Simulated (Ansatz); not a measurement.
I need a check of forces and pressure against finite differences of YHg (distorted cell). Use the Python package of Ansatz (0.2.0). Use (first run): r2SCAN, PAW, cutoff 650 eV, 6×6×5 k-points, Fermi-Dirac smearing of 0.05 eV.

```xyz
2
Lattice="3.6296 0.0154 -0.0156 0.0154 3.6202 -0.0272 -0.0156 -0.0272 3.7224" Properties=species:S:1:pos:R:3 pbc="T T T"
Y     1.9048    1.7813    1.8593
Hg    3.6060    0.0707   -0.0010
```

Script `fdcheck_yhg.py`:
```python
# -*- coding: utf-8 -*-
"""Do the forces of YHg match the slope of the free energy, atoms off their sites."""

import warnings

import ansatz as az
import numpy as np

vectors0 = np.array([
    [3.62956, 0.01544, -0.01562],
    [0.01544, 3.62017, -0.02715],
    [-0.01562, -0.02715, 3.72239],
])
sites = [
    ("Y", (0.52487, 0.49359, 0.5053)),
    ("Hg", (0.99345, 0.01532, 0.00402)),
]


def make_crystal(cell):
    crystal = az.Crystal(lattice=az.Lattice.of(cell))
    for symbol, position in sites:
        crystal = crystal.atom(symbol, position)
    return crystal


def main():
    warnings.simplefilter("ignore", az.DeckWarning)

    def solve(crystal):
        return (
            crystal.calculation()
            .functional("r2scan")
            .occupations("fermi_dirac", width=0.05)  # the run then minimises F = E - TS
            .basis(650, xc_grid=2)
            .kpoints(6, 6, 5)  # sampling of the Brillouin zone
            .scf(tolerance=1e-09)
            .forces()  # minus the gradient of the free energy
            .stress()
            .run(threads=1)
        ).report


    centre = solve(make_crystal(vectors0))
    start = make_crystal(vectors0)
    # central difference: F = -(E(+h) - E(-h)) / 2h
    print(f"force on atom 1 along x: analytic {centre['forces_ev_ang'][1][0]:.4f} eV/A")
    for h in (0.004, 0.016):
        shift = np.eye(3)[0] * h @ np.linalg.inv(vectors0)
        plus, minus = (solve(start.move(1, to=np.array(sites[1][1]) + sign * shift))["lagrangian_ev"] for sign in (1, -1))
        print(f"  step {h} A: numerical {-(plus - minus) / (2 * h):.4f} eV/A")
    # P = -dF/dV; the difference feels the change of the plane-wave count with the cell
    volume = abs(np.linalg.det(vectors0))
    larger, smaller = (solve(make_crystal(vectors0 * (1 + sign * 0.005) ** (1 / 3)))["lagrangian_ev"] for sign in (1, -1))
    numerical = -(larger - smaller) / (0.01 * volume) * 160.21766
    print(f"pressure: analytic {np.trace(centre['stress_gpa']) / 3:.3f}, numerical {numerical:.3f} GPa")


if __name__ == "__main__":
    main()
```

```console
$ python fdcheck_yhg.py
force on atom 1 along x: analytic 0.3155 eV/A
  step 0.004 A: numerical 0.3155 eV/A
  step 0.016 A: numerical 0.3154 eV/A
pressure: analytic 3.486, numerical 3.488 GPa
```

Caveats:
- The run is spin-unpolarised.
- For a metal this k-point mesh is coarse: on a finer one energies can move by several to tens of meV an atom and pressures by half a GPa or more, differences at one mesh by less.
- The program warned that this SCF threshold is loose for forces or stresses.
- Pressure is positive in compression.
- Spin-orbit coupling, which matters for elements this heavy, is left out.
- The cell is a database structure, distorted on purpose.
- The central difference errs as the square of the step, so the shorter step is the fairer test; what remains comes from the finite grid and the SCF threshold.
- The script silences the warnings on its input, which a real study should read.
- Timing: 3.3 min on 1 thread of Arm Neoverse V1, on a shared host, peak memory 0.55 GiB.
